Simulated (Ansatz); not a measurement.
# SrSc2: the cost of one run

Method: DFT PBE, scalar-relativistic, plane waves, PAW, in Ansatz 0.2.0.

1 further run of the same task is left out (it didn't finish).

**1. The structure to begin with**

It takes space group P6/mmm (No. 191, hexagonal). Conventional cell: a = 5.789 Å, b = 5.789 Å, c = 3.549 Å, α = 90.00°, β = 90.00°, γ = 120.00°. Sr (site symmetry 6/mmm) is surrounded by 2 Sr at 3.55 Å and 12 Sc at 3.78 Å. Sc (site symmetry -6m2) is surrounded by 5 Sc at 3.34 to 3.55 Å and 6 Sr at 3.78 Å.

As a file:

```
Sr Sc
1.0
     5.78923    0.00000    0.00000
    -2.89462    5.01362    0.00000
     0.00000    0.00000    3.54880
Sr Sc
1 2
Direct
  0.00000 0.00000 0.00000
  0.33333 0.66667 0.50000
  0.66667 0.33333 0.50000
```

A structure generator made this guess: ordered superstructure of omega (P6/mmm, No. 191). Its size is a rough estimate.

**2. The guess as it stands, on a coarse mesh**

The input, input.yaml:

```yaml
crystal:
  lattice:
    - [5.78923048, 0.0, 0.0]
    - [-2.89461524, 5.01362067, 0.0]
    - [0.0, 0.0, 3.54879829]
  atoms:
    - { symbol: Sr, position: [0.0, 0.0, 0.0] }
    - { symbol: Sc, position: [0.33333333, 0.66666667, 0.5] }
    - { symbol: Sc, position: [0.66666667, 0.33333333, 0.5] }
basis:
  ecutwfc: 420
kpoints:
  mp_grid: { grid: [3, 3, 6] }
hamiltonian:
  xc: pbe
scf:
  occupations: { method: gaussian, width: 0.1 }
  lower_state_search: "off"
output:
  forces: true
  stress: true
  eigenvalues: true
```

Started as:

```
$ ansatz run input.yaml --threads 1 --pin off --max-ram 2048MiB --backend cpu --events-out ev --progress --plain --runs-dir out
```

**Question.** How long does this run take on 1 thread of Arm Neoverse V1, shared host, and how much memory does it need?

About 1.8 s, with a peak of 0.33 GiB.
